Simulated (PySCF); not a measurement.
# C8H11F: the cost of one run

Programs: PySCF 2.14.0, with routines of our own; each step states its level. All values are computed. Atoms count from 0.

## 1. The starting structure

20 atoms, charge 0, multiplicity 1; geometry from: GFN2-xTB.

## 2. Magnetic properties: GIAO BHandHLYP/pcSseg-1

What the job is given:

```
{"job": {"kind": "mag", "xc": "BHandHLYP", "basis": "pcSseg-1", "isotopologues": 0}, "charge": 0, "multiplicity": 1}
F      2.928962    -0.832643     1.244384
C      2.378671    -0.120060     0.204735
C      0.917979     0.189951     0.478151
C      0.007732    -1.044359     0.353803
C     -1.395998    -0.773560     0.907334
C     -1.744892    -0.012562    -0.377827
C     -1.144193     1.399076    -0.388909
C      0.222222     0.803276    -0.748221
C     -0.455855    -0.553776    -1.034664
H      2.969320     0.797465     0.105896
H      2.492113    -0.735991    -0.693314
H      0.833853     0.748905     1.413075
H      0.457805    -2.013562     0.551357
H     -1.453655    -0.211961     1.838739
H     -1.975576    -1.689562     1.005369
H     -2.743455    -0.140287    -0.788073
H     -1.201694     1.962503     0.541582
H     -1.546400     2.004294    -1.199480
H      0.846808     1.343634    -1.456491
H     -0.398896    -1.110104    -1.960481
```

Level: GIAO BHandHLYP/pcSseg-1 magnetisability, rotational g tensor and spin-rotation constants, non-relativistic, gas phase.

Command:

```bash
OMP_NUM_THREADS=1 python excited_run.py task.json out
```

This one command runs all jobs of the session in turn.

**Question.** How long does this job take on 1 thread of Arm Neoverse V2, shared host, and how much memory does it need?

About 41 s, with a peak of 1 GiB.
